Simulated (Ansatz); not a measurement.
A run of Ansatz 0.2.0 is set up as follows.

Contents of input.yaml:

```yaml
crystal:
  lattice:
    - [3.70187033, 0.0, 0.0]
    - [-1.85093516, 3.20591375, 0.0]
    - [0.0, 0.0, 3.61284203]
  atoms:
    - { symbol: Pt, position: [0.0, 0.0, 0.0] }
    - { symbol: Se, position: [0.6666666667, 0.3333333333, 0.5] }
hamiltonian:
  xc: pbe
  pseudopotentials: { kind: paw }
kpoints:
  mp_grid: { grid: [8, 8, 7] }
scf:
  occupations: { method: fermi_dirac, width: 0.05 }
output:
  forces: true
  stress: true
  eigenvalues: true
relax:
  f_tol: 0.01
  max_steps: 40
  cell: { stress_tol: 0.05 }
```

Potentials or basis: Ansatz PAW.

Run with:

```console
$ ansatz run input.yaml --threads 2 --pin off --max-ram 5632MiB --backend cpu --events-out ev --progress --plain --runs-dir out
```

Q: What does it give for the relaxed cell?

A: a = 3.743 Å, b = 3.743 Å, c = 3.177 Å, α = 90.00°, β = 90.00°, γ = 120.00°.

Q: Estimate the space group after relaxing (to 0.05 Å).

A: P-6m2 (No. 187).

Final structure:
```
Pt Se
1.0
     3.74270    0.00000    0.00000
    -1.87135    3.24127    0.00000
     0.00000    0.00000    3.17654
Pt Se
1 1
Direct
  0.00000 0.00000 0.00000
  0.66667 0.33333 0.50000
```

 Spin-orbit coupling is left out, which matters for the levels of Pt.
